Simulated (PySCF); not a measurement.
# C7H6ClF: the cost of one run

Computed with PySCF 2.14.0, with density-fitted response routines of our own, on a single molecule, in the gas phase or a continuum. Atoms are numbered from 0 throughout.

**1. The molecule as given**

15 atoms, charge 0, multiplicity 1; geometry from: GFN2-xTB. The atoms were then displaced at random by about 0.01 Å, so the start is not that level's minimum.

Bonds of the start (Å): F0–C1 1.31, C1–C2 1.32, C2–C3 1.56, C3–C4 1.57, C4–C5 1.55, C5–C6 1.54, C6–C7 1.34, C7–Cl8 1.69, C5–C1 1.51, C7–C3 1.52, C2–H9 1.06, C3–H10 1.05, C4–H11 1.09, C4–H12 1.11, C5–H13 1.10, C6–H14 1.07.

**2. Relaxing the molecule at PBE0-D3(BJ)/def2-SVP**

The job: settings as JSON, then the geometry in Å.

```
{"job": {"xc": "PBE0", "basis": "def2-SVP", "d3": "d3bj", "grid": 1, "shake": 0.01, "kind": "geom"}, "charge": 0, "multiplicity": 1}
F     -2.384410     0.958250     1.028370
C     -1.316830     0.604570     0.356290
C     -0.626180     1.279520    -0.546770
C      0.585380     0.367150    -0.912330
C     -0.165380    -1.005360    -0.847280
C     -0.657100    -0.735870     0.598980
C      0.690920    -0.424850     1.265120
C      1.411560     0.240060     0.353740
Cl     2.952910     0.909880     0.509510
H     -0.752760     2.270430    -0.907180
H      1.083420     0.617980    -1.805210
H      0.521530    -1.845780    -0.906620
H     -0.998620    -1.088670    -1.569420
H     -1.284270    -1.486710     1.097340
H      0.924480    -0.677990     2.278220
```

Started as:

```bash
$ OMP_NUM_THREADS=1 python probes_run.py task.json out
```

The driver reads the jobs from task.json and runs them one after another.

**Question.** How long does this first job take on 1 thread of AMD EPYC 9R14, shared host, and how much memory does it need?

About 51 s, with a peak of 0.68 GiB.
